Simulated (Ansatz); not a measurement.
MgGe2:

```
Ge Mg
1.0
     5.52149   -1.84985    0.00000
     5.52149    1.84985    0.00000
    -3.21762    0.00000    6.00777
Ge Mg
4 2
Cartesian
  4.8996 0.0000 1.7640
  2.9258 0.0000 4.2438
  6.5513 0.0000 5.9203
  1.2740 0.0000 0.0875
  7.8794 0.0000 2.0982
  -0.0541 0.0000 3.9095
```

The cell comes from a database or a generator and needn't be the stable form of this composition.

Base run:

* Program: Ansatz 0.2.0
* Functional: LDA
* Potentials or basis: Ansatz PAW
* Cutoff: 420 eV (not typed: the program's choice for these potentials)
* k mesh: 8 × 8 × 5
* Occupations: fermi-dirac, width 0.05 eV
* Spin: no spin polarisation

Its results: band gap on the k mesh none (metal or under the smearing width); pressure -4.3 GPa; largest force 0.246 eV/Å.

Question: The run is repeated on the same cell with these changes: functional from LDA to r2SCAN; cutoff from 420 eV (not typed: the program's choice for these potentials) to 500 eV (not typed: the program's choice for these potentials). What comes out?

Answer: Band gap on the k mesh none (metal or under the smearing width); pressure -2.4 GPa; largest force 0.410 eV/Å.

Caveats: the PAW data sets come from PBE, with cores solved anew for the run's functional, which leaves a small shift of forces and pressure.
